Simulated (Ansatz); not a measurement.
CuSn3 under changes of volume

One of the cells (24.437 Å³/atom); the others are scaled copies at fixed shape and fractional positions:

```
CELL_PARAMETERS angstrom
-2.23990 2.23990 4.87070
2.23990 -2.23990 4.87070
2.23990 2.23990 -4.87070
ATOMIC_POSITIONS crystal
Sn 0.50000 0.50000 0.00000
Sn 0.25000 0.75000 0.50000
Sn 0.75000 0.25000 0.50000
Cu 0.00000 0.00000 0.00000
```

The cell comes from a database or a generator and needn't be the stable form of this composition.

| Quantity | Value |
| --- | --- |
| Program | Ansatz 0.2.0 |
| Functional | LDA |
| Potentials or basis | all-electron LAPW, scalar-relativistic |
| Cutoff | 173 eV (chosen from the basis error) |
| Basis error allowed | 0.002 eV/atom |
| k mesh | 8 × 8 × 8 |
| Occupations | fermi-dirac, width 0.05 eV |
| Spin | no spin polarisation |

| volume (Å³/atom) | energy over the lowest point (meV/atom) | pressure (GPa) |
| --- | --- | --- |
| 22.971 | 0.00 | -2.8 |
| 23.460 | 10.10 | -3.9 |
| 23.948 | 23.36 | -4.8 |
| 24.437 | 39.43 | -5.7 |
| 24.926 | 57.95 | -6.4 |
| 25.415 | ? | ? |
| 25.903 | 101.18 | -7.7 |

Task: What does the run at 25.415 Å³/atom give?

Result: Energy over the lowest point 78.63 meV/atom; pressure -7.1 GPa.

Worked out: A Birch-Murnaghan fit of order 3 (a polynomial in V^(-2/3)) to the other rows has no minimum within the range. It gives 78.64 meV/atom at 25.415 Å³/atom, against the run's 78.63, and -dE/dV = -7.1 GPa, against -7.1.

Energies are extrapolated to zero smearing.
